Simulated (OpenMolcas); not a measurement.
# Mn⁴⁺ among point charges: CASSCF and CASPT2 levels and susceptibility

Aim: the splitting of the states of Mn⁴⁺ in the field of 4 point charges, its lowest levels with spin-orbit coupling and its magnetic susceptibility.

The numbers are computed with OpenMolcas 26.06 (state-averaged CASSCF and CASPT2, spin-orbit coupling by RASSI with atomic mean-field integrals), except any that are marked as measured or tabulated.

## (1) What is computed

```
Species                           : Mn⁴⁺ (manganese, Z = 25, 21 electrons)
Basis                             : ANO-RCC-VTZP [6s5p3d2f1g], 59 functions
Scalar Hamiltonian                : DKH2, point nucleus
Inactive shells                   : 1s 2s 2p 3s 3p
Active space                      : 3 electrons in 5 orbitals (3d)
Some configurations of this space : 3d3
Orbitals                          : optimised for each spin and parity, averaged over all roots
```

Outer shells as boxes (Hund's rule):

3d3
```
3d [↑ ][↑ ][↑ ][  ][  ]
```

The ion sits among 4 point charges of -2 e arranged as a tetrahedron (Td), 2.07 Å from the ion.

The work runs as a chain of OpenMolcas steps in one folder; each step below is one input file. Labels, J, g values, rates, χT and fits are worked out afterwards by a script from the matrices that RASSI stores.

## (2) Basis and integrals

Contents of a.inp:

```
&GATEWAY
Coord
1

Mn 0.0 0.0 0.0
Basis=ANO-RCC-VTZP
Group=NoSym
NoMove
AngMom=0.0 0.0 0.0
AMFI
XField
4 Angstrom 0
1.195115 1.195115 1.195115 -2.000000
1.195115 -1.195115 -1.195115 -2.000000
-1.195115 1.195115 -1.195115 -2.000000
-1.195115 -1.195115 1.195115 -2.000000
&SEWARD
```

Command:

```
> OMP_NUM_THREADS=1 MOLCAS_MEM=1689 MOLCAS_PROJECT=a pymolcas a.inp > a.log
```

## (3) CASSCF: quartets, 10 roots

Contents of a.inp:

```
&RASSCF
FileOrb=start.orb
Symmetry=1
Spin=4
nActEl=3 0 0
Inactive=9
Ras2=5
CIRoot=10 10 1
SDav=10
CIMx=300
Iter=120 100
PrWF=0.3
OrbListing=Nothing
MaxOrb=0
>>> COPY $Project.JobIph JOB001
```

start.orb holds the contracted functions of the basis, ordered by shell, or the orbitals of the step before.

## (4) Reference wave functions, doublets, 40 roots

Contents of a.inp:

```
&RASSCF
FileOrb=start.orb
Symmetry=1
Spin=2
nActEl=3 0 0
Inactive=9
Ras2=5
CIRoot=40 40 1
SDav=40
CIMx=300
Iter=120 100
PrWF=0.3
OrbListing=Nothing
MaxOrb=0
>>> COPY $Project.JobIph JOB002
```

## (5) RASSI: spin-orbit coupling between the states

Contents of a.inp:

```
&RASSI
NrOfJobIphs=2 10 40
1 2 3 4 5 6 7 8 9 10
1 2 3 4 5 6 7 8 9 10 11 12 13 14 15 16 17 18 19 20 21 22 23 24 25 26 27
28 29 30 31 32 33 34 35 36 37 38 39 40
IphNames
JOB001
JOB002
EJob
SpinOrbit
DIPRint=1.0
SOCoupling=1000.0
Subsets=2
Property=9
'ANGMOM' 1 'ANGMOM' 2 'ANGMOM' 3 'MLTPL  1' 1 'MLTPL  1' 2 'MLTPL  1' 3
'AMFI' 1 'AMFI' 2 'AMFI' 3
SOProperty=3
'ANGMOM' 1 'ANGMOM' 2 'ANGMOM' 3
```

## (6) CASPT2: IPEA 0.25, imaginary shift 0.1 (closed shells correlated: 3s 3p)

Contents of a.inp:

```
>>> COPY JOB001 $Project.JobIph
&CASPT2
Multistate=10 1 2 3 4 5 6 7 8 9 10
NoMult
Frozen=5
IPEA=0.25
Imaginary=0.1
MaxIter=60
WThr=0.0 0.3 0.05
PrWF=0.5
NoMix
>>> COPY JOB002 $Project.JobIph
&CASPT2
Multistate=40 1 2 3 4 5 6 7 8 9 10 11 12 13 14 15 16 17 18 19 20 21 22
23 24 25 26 27 28 29 30 31 32 33 34 35 36 37 38 39 40
NoMult
Frozen=5
IPEA=0.25
Imaginary=0.1
MaxIter=60
WThr=0.0 0.3 0.05
PrWF=0.5
NoMix
```

(Steps that only read results are left out.)

**Question.** What will these runs give? Wanted: spin-free ground state; first state of the same spin within the active space; lowest level; next level.

**Answer**, as computed:

| quantity | value |
| --- | --- |
| method | SS-CASPT2, IPEA 0.25, imaginary shift 0.1 (closed shells correlated: 3s 3p) |
| spin-free ground state | 4T1, 3-fold in its orbital part |
| first state of the same spin within the active space | 4T2 at 739 cm⁻¹ |
| lowest level | 4-fold Γ8 |
| next level | 217.1 cm⁻¹ |
| χT at 300 K | 0.72 cm³ K/mol |
| effective moment at 300 K | 2.39 μB |

Cost by method:

| method | time of its own steps | time with the reference |
| --- | --- | --- |
| A. CASSCF | 17 s | 17 s |
| B. SS-CASPT2, IPEA 0.25, imaginary shift 0.1, +3s 3p | 18 s | 35 s |

Times are of one thread on a shared host.

In words: The spin-free ground state (4T1) comes to 100 % from free-ion F terms and keeps the highest spin of the shell. χT at 300 K is 0.72, against 1.88 cm³ K/mol for the spin alone, so spin-orbit coupling lowers it. A ligand-field fit to the states below 45000 cm-1 gives 10Dq = -923 cm-1, B = 1133 cm-1 and C = 4326 cm-1 (C/B = 3.82), with a deviation of 570 cm-1. CASPT2 does not keep the components of a term degenerate, and the means are used. The field of point charges can differ much from that of real complexes. Point charges carry no covalency, so the field is a model and not that of real ligands.
